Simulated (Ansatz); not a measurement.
This script drives Ansatz's Python interface.

The script, `run_md.py`:
```python
# -*- coding: utf-8 -*-
"""Molecular dynamics of one CH4OSe molecule."""

import ansatz as az
import numpy as np

params = {
    "basis_set": "def2-SVP",
    "xc": "HF",
    "n_steps": 30,
    "temperature_k": 200,
}

geometry_ang = [
    ("O", [-1.1551, 0.4192, -0.7853]),
    ("C", [-0.1624, 0.3102, 0.1199]),
    ("Se", [1.1481, -0.9077, -0.6035]),
    ("H", [-1.6087, -0.3939, -0.8196]),
    ("H", [-0.5429, -0.0797, 1.0724]),
    ("H", [0.3147, 1.3169, 0.2946]),
    ("H", [2.0676, -0.7331, 0.6759]),
]
system = az.Crystal.molecule()
for symbol, xyz in geometry_ang:
    system = system.atom(symbol, xyz)

calculation = (
    system.calculation()
    .basis(gaussian=params["basis_set"])
    .functional(params["xc"])
    .md("nvt_nose_hoover", timestep=0.5, steps=params["n_steps"], temperature=params["temperature_k"], initial_velocities="maxwell_boltzmann", seed=37, thermostat_time=50)
)
frames = []
calculation.session().plan().execute(on_event=lambda e: frames.append(e["data"]) if e["event"] == "md_step" else None)
print("t (fs)   E_pot (eV)      E_kin (eV)   T (K)   d(0-1) (A)")
for f in frames[::2]:
    xyz = np.array(f["positions_ang"])
    print(f"{f['time_fs']:6.2f} {f['lagrangian_ev']:14.5f} {f['e_kin_ev']:10.5f} {f['temperature_k']:8.1f} {np.linalg.norm(xyz[0] - xyz[1]):9.4f}")
kept = np.array([f["conserved_ev"] for f in frames])
print(f"conserved energy moves by at most {1000 * np.ptp(kept):.3f} meV")
```

It is started by `python run_md.py`. How long does it take on 1 thread of Intel(R) Xeon(R) 6975P-C (Granite Rapids), on a shared host, and how much memory does it need?

It took about 29 s, with a peak of 0.23 GiB, for 1 run of the engine.

`python run_md.py` gives:
```text
t (fs)   E_pot (eV)      E_kin (eV)   T (K)   d(0-1) (A)
  0.00   -68422.56475    0.12926    200.0    1.3479
  1.00   -68422.55994    0.12452    192.7    1.3494
  2.00   -68422.61422    0.17857    276.3    1.3528
  3.00   -68422.71021    0.27344    423.1    1.3578
  4.00   -68422.78507    0.34647    536.1    1.3640
  5.00   -68422.76291    0.32351    500.6    1.3706
  6.00   -68422.65977    0.22164    342.9    1.3770
  7.00   -68422.60782    0.17019    263.3    1.3828
  8.00   -68422.67718    0.23673    366.3    1.3876
  9.00   -68422.76403    0.32030    495.6    1.3916
 10.00   -68422.76234    0.31710    490.6    1.3951
 11.00   -68422.69357    0.24750    382.9    1.3984
 12.00   -68422.62933    0.18194    281.5    1.4013
 13.00   -68422.59704    0.14788    228.8    1.4038
 14.00   -68422.58149    0.13109    202.8    1.4054
 15.00   -68422.58514    0.13404    207.4    1.4055
conserved energy moves by at most 3.905 meV
```

Reading the output:
- Total energies depend on the basis set; only differences at equal settings carry meaning.
- The trajectory is only some femtoseconds long, so its temperature is not equilibrated; where the script doesn't relax first, it starts from a rough generated geometry.
- The temperature counts the internal degrees of freedom alone.

(A comment or docstring line of the script was reworded after the run, the code is as it ran; lines on the test bed's own set-up are left out of the output.)
